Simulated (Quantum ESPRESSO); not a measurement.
This Quantum ESPRESSO 7.5 run on BiCCl needs a look.

pw.in

```
&CONTROL
  calculation = 'vc-relax'
  prefix = 'pwscf'
  outdir = './tmp'
  pseudo_dir = './pseudo'
  tprnfor = .true.
  tstress = .true.
  disk_io = 'low'
  nstep = 30
  forc_conv_thr = 0.0004
  etot_conv_thr = 1d-05
/
&SYSTEM
  ibrav = 0
  nat = 6
  ntyp = 3
  ecutwfc = 70
  nbnd = 36
  input_dft = 'pbesol'
  occupations = 'smearing'
  smearing = 'mv'
  degauss = 0.01469973
  vdw_corr = 'grimme-d3'
  dftd3_version = 4
/
&ELECTRONS
  conv_thr = 1.2d-09
  electron_maxstep = 100
  mixing_beta = 0.5
/
&IONS
  ion_dynamics = 'bfgs'
/
&CELL
  cell_dynamics = 'bfgs'
  press = 0
  press_conv_thr = 0.3
/
ATOMIC_SPECIES
Bi   208.9804 Bi_ONCV_PBE-1.2.upf
C     12.0110 C_ONCV_PBE-1.2.upf
Cl    35.4500 Cl_ONCV_PBE-1.2.upf
CELL_PARAMETERS angstrom
   4.5402000300    0.0000000000    0.0000000000
  -2.2701000100    3.9319285600    0.0000000000
   0.0000000000    0.0000000000    8.3399277800
ATOMIC_POSITIONS crystal
Xx     0.6666666700    0.3333333300    0.2500000000
Bi     0.3333333300    0.6666666700    0.7500000000
C      0.0000000000    0.0000000000    0.5000000000
C      0.0000000000    0.0000000000    0.0000000000
Cl     0.3333333300    0.6666666700    0.2500000000
Cl     0.6666666700    0.3333333300    0.7500000000
K_POINTS automatic
3 3 2 0 0 0
```

Potentials or basis: SG15 PBE 1.2.

The run is started by

```console
$ OMP_NUM_THREADS=1 pw.x -in pw.in > pw.out
```

pw.out:

```text
This program is part of the open-source Quantum ESPRESSO suite
     for quantum simulation of materials; please cite
         "P. Giannozzi et al., J. Phys.:Condens. Matter 21 395502 (2009);
         "P. Giannozzi et al., J. Phys.:Condens. Matter 29 465901 (2017);
         "P. Giannozzi et al., J. Chem. Phys. 152 154105 (2020);
     in publications or presentations arising from this work. More details at

 %%%%%%%%%%%%%%%%%%%%%%%%%%%%%%%%%%%%%%%%%%%%%%%%%%%%%%%%%%%%%%%%%%%%%%%%%%%%%%
     Error in routine read_cards (1):
     species Xx in ATOMIC_POSITIONS is nonexistent
 %%%%%%%%%%%%%%%%%%%%%%%%%%%%%%%%%%%%%%%%%%%%%%%%%%%%%%%%%%%%%%%%%%%%%%%%%%%%%%

     stopping ...
```

Problem. What happened, and what is wrong with the input?

Solution. The program refused the input. The input holds a flaw that was put in on purpose: atom of an undeclared species.
